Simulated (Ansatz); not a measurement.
# C₃H₆AlN: how energies converge with the basis set

One table from this session's results is given with a row withheld; the runs are named, their logs left out.

Program: Ansatz 0.2.0, Gaussian basis. Level of theory: one geometry, several basis sets. These are calculated values, not measurements.

Plan: PBE0-D4/def2-SVP; ωB97M-V/def2-SVP; PBE0-D4/def2-QZVPP; ωB97M-V/def2-QZVPP; the functionals' def2-TZVPP values are taken from earlier runs.

### The relaxed structure

An earlier PBE0-D4 in a triple-zeta def2 set relaxation fixed the geometry.

SMILES `[CH3][Al]([CH3])[C]#N`, 11 atoms, charge 0, spin multiplicity 1.

Atoms are counted from 1 here; the program's logs count them from 0.

Bond lengths: C1–Al2 1.938 Å, C1–H6 1.092 Å, C1–H7 1.095 Å, C1–H8 1.095 Å, Al2–C3 1.938 Å, Al2–C4 1.953 Å, C3–H9 1.095 Å, C3–H10 1.092 Å, C3–H11 1.095 Å, C4–N5 1.154 Å. Angles: Al2–C1–H6 113.1°, Al2–C1–H7 110.5°, Al2–C1–H8 110.6°, H6–C1–H7 108.0°, H6–C1–H8 108.1°, H7–C1–H8 106.2°, C1–Al2–C3 129.2°, C1–Al2–C4 115.4°, C3–Al2–C4 115.4°, Al2–C3–H9 110.8°, Al2–C3–H10 113.1°, Al2–C3–H11 110.4°, H9–C3–H10 108.2°, H9–C3–H11 106.2°, H10–C3–H11 107.9°, Al2–C4–N5 180.0°.

Set-up of the first run:

Input file in.yaml:

```yaml
crystal:
  periodic: [false, false, false]
  atoms:
    - {symbol: C, position_ang: [-1.803385, -0.265527, 0.296602]}
    - {symbol: Al, position_ang: [0.033137, 0.158665, -0.153845]}
    - {symbol: C, position_ang: [1.672470, -0.628809, 0.515599]}
    - {symbol: C, position_ang: [0.264438, 1.588228, -1.463598]}
    - {symbol: N, position_ang: [0.400704, 2.432931, -2.238525]}
    - {symbol: H, position_ang: [-1.889941, -1.070391, 1.029639]}
    - {symbol: H, position_ang: [-2.313694, 0.615904, 0.698704]}
    - {symbol: H, position_ang: [-2.361374, -0.559952, -0.598307]}
    - {symbol: H, position_ang: [2.294914, -0.989355, -0.309537]}
    - {symbol: H, position_ang: [1.498874, -1.461529, 1.200537]}
    - {symbol: H, position_ang: [2.269357, 0.122734, 1.043331]}
basis:
  gaussian: {orbitals: def2-SVP}
hamiltonian: {xc: pbe0, dispersion: d4}
output: {orbitals: {seedname: orbitals}}
```

Started as:

```
ansatz run in.yaml --threads 4 --pin off --events-out ev --progress --plain --max-ram 10444MiB
```

Steps of the session up to this table: PBE0-D4 in def2-SVP; ωB97M-V in def2-SVP; PBE0-D4 in def2-QZVPP; ωB97M-V in def2-QZVPP.

One of the session's tables, all rows but one given; the rest of the session is left out.

It belongs to the step «Density functionals: the series». 

```
functional       basis  HOMO (eV)  LUMO (eV)
   PBE0-D4    def2-SVP      -8.34      -1.56
   PBE0-D4  def2-TZVPP          ?          ?
   PBE0-D4  def2-QZVPP      -8.41      -1.66
   ωB97M-V    def2-SVP     -10.55       0.19
   ωB97M-V  def2-TZVPP     -10.63       0.05
   ωB97M-V  def2-QZVPP     -10.64      -0.04
```

Q: Estimate the row for PBE0-D4, def2-TZVPP from the others.

The run gave: HOMO (eV): -8.40; LUMO (eV): -1.64. In the column «HOMO (eV)» it lies between PBE0-D4, def2-QZVPP (-8.41) and PBE0-D4, def2-SVP (-8.34).
